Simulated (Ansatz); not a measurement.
**C2H8AlNO2: one species, many methods**

An exercise on one series of results from a longer session: the logs are not shown, and one member is left open.

Method: functionals in def2-TZVPP, the program's frozen cores in correlated methods; program: Ansatz 0.2.0, Gaussian basis.

Plan: LDA (SPW92), PBE-D4, revPBE-D4, BLYP-D4, r2SCAN-D4, B97M-V, PBE0-D4, B3LYP-D4, r2SCANh-D4, r2SCAN0-D4, HSE06-D4, BHLYP-D4, CAM-B3LYP-D4, LC-ωPBE, ωB97X-V, ωB97M-V, B2PLYP, PBE-QIDH; CCSD(T)/def2-SVP; CCSD(T)/def2-TZVPP; MP2/def2-QZVPP; extrapolation to the limit; RPA on PBE.

### Structure used throughout

All runs share one geometry, relaxed beforehand with PBE0-D4 in a triple-zeta def2 set.

SMILES `C[N](C)[Al]([OH])[OH]`, 14 atoms, charge 0, spin multiplicity 1.

Atoms are counted from 1 here; the program's logs count them from 0.

Bond lengths: C1–N2 1.440 Å, C1–H7 1.093 Å, C1–H8 1.100 Å, C1–H9 1.100 Å, N2–C3 1.444 Å, N2–Al4 1.765 Å, C3–H10 1.092 Å, C3–H11 1.100 Å, C3–H12 1.100 Å, Al4–O5 1.695 Å, Al4–O6 1.693 Å, O5–H13 0.954 Å, O6–H14 0.955 Å. Angles: N2–C1–H7 111.1°, N2–C1–H8 111.8°, N2–C1–H9 111.8°, H7–C1–H8 107.4°, H7–C1–H9 107.4°, H8–C1–H9 107.1°, C1–N2–C3 112.6°, C1–N2–Al4 124.8°, C3–N2–Al4 122.7°, N2–C3–H10 110.7°, N2–C3–H11 111.5°, N2–C3–H12 111.5°, H10–C3–H11 107.9°, H10–C3–H12 107.9°, H11–C3–H12 107.1°, N2–Al4–O5 124.0°, N2–Al4–O6 117.1°, O5–Al4–O6 118.9° and more.

As a file:

```mol
C2H8AlNO2
  3D, bonds by distance, orders not assigned

 14 13  0  0  0  0  0  0  0  0999 V2000
   -1.6363   -0.0446    0.2410 C   0  0
   -0.2690   -0.1619   -0.1943 N   0  0
   -0.1384   -0.9308   -1.4095 C   0  0
    1.1176    0.5432    0.6404 Al  0  0
    1.0034    1.4574    2.0626 O   0  0
    2.6449    0.2760   -0.0404 O   0  0
   -1.7082    0.5395    1.1625 H   0  0
   -2.2643    0.4523   -0.5133 H   0  0
   -2.0874   -1.0283    0.4393 H   0  0
    0.9084   -1.0012   -1.7112 H   0  0
   -0.5225   -1.9537   -1.2833 H   0  0
   -0.6985   -0.4740   -2.2386 H   0  0
    0.1950    1.6710    2.5218 H   0  0
    3.4423    0.6260    0.3518 H   0  0
  1  2  8  0
  2  3  8  0
  2  4  8  0
  4  5  8  0
  4  6  8  0
  1  7  8  0
  1  8  8  0
  1  9  8  0
  3 10  8  0
  3 11  8  0
  3 12  8  0
  5 13  8  0
  6 14  8  0
M  END
```

Set-up of the first run:

Input file in.yaml:

```yaml
crystal:
  periodic: [false, false, false]
  atoms:
    - {symbol: C, position_ang: [-1.636303, -0.044645, 0.241040]}
    - {symbol: N, position_ang: [-0.268990, -0.161900, -0.194350]}
    - {symbol: C, position_ang: [-0.138405, -0.930823, -1.409463]}
    - {symbol: Al, position_ang: [1.117557, 0.543172, 0.640393]}
    - {symbol: O, position_ang: [1.003375, 1.457425, 2.062589]}
    - {symbol: O, position_ang: [2.644888, 0.276012, -0.040398]}
    - {symbol: H, position_ang: [-1.708175, 0.539464, 1.162532]}
    - {symbol: H, position_ang: [-2.264254, 0.452284, -0.513320]}
    - {symbol: H, position_ang: [-2.087421, -1.028252, 0.439347]}
    - {symbol: H, position_ang: [0.908418, -1.001224, -1.711202]}
    - {symbol: H, position_ang: [-0.522523, -1.953731, -1.283316]}
    - {symbol: H, position_ang: [-0.698476, -0.474023, -2.238614]}
    - {symbol: H, position_ang: [0.195034, 1.671012, 2.521762]}
    - {symbol: H, position_ang: [3.442273, 0.626031, 0.351800]}
basis:
  gaussian: {orbitals: def2-TZVPP}
hamiltonian: {xc: lda}
output: {orbitals: {seedname: orbitals}}
```

Launch:

```
$ ansatz run in.yaml --threads 2 --pin off --events-out ev --progress --plain --max-ram 31744MiB --backend cuda --devices 0, --max-vram 18GiB
```

Among the steps run: LDA; PBE-D4 (GGA); revPBE-D4 (GGA); BLYP-D4 (GGA); r2SCAN-D4 (meta-GGA); B97M-V (meta-GGA); PBE0-D4 (hybrid); B3LYP-D4 (hybrid); r2SCANh-D4 (hybrid); r2SCAN0-D4 (hybrid); HSE06-D4 (hybrid); BHLYP-D4 (hybrid); CAM-B3LYP-D4 (range-separated); LC-ωPBE (range-separated); ωB97X-V (range-separated); ωB97M-V (range-separated); B2PLYP (double hybrid); PBE-QIDH (double hybrid).

One of the session's tables, all rows but one given; the rest of the session is left out.

It belongs to the step «Orbital energies across the functionals». 

```
  functional  HOMO (eV)  gap (eV)
 LDA (SPW92)      -5.09      3.87
      PBE-D4      -4.97      3.97
   revPBE-D4      -4.91      4.05
     BLYP-D4      -4.86      3.89
   r2SCAN-D4      -5.19      4.69
      B97M-V      -5.31      4.45
     PBE0-D4      -6.27      6.13
    B3LYP-D4          ?         ?
  r2SCANh-D4      -5.68      5.45
  r2SCAN0-D4      -6.43      6.59
    HSE06-D4      -5.86      5.36
    BHLYP-D4      -7.51      8.08
CAM-B3LYP-D4      -7.65      8.35
     LC-ωPBE      -8.99     11.01
     ωB97X-V      -8.66     10.43
     ωB97M-V      -8.57      9.99
```

Estimate the missing values for B3LYP-D4.

Worked estimate for «HOMO (eV)». Against the share of exact exchange, BLYP-D4 (0, -4.86), BHLYP-D4 (0.5, -7.51) give a slope of -5.30 per unit share; at 0.2 the line stands at -5.92.

As computed: HOMO (eV): -6.06; gap (eV): 5.60. In «HOMO (eV)» the line misses by +0.14.
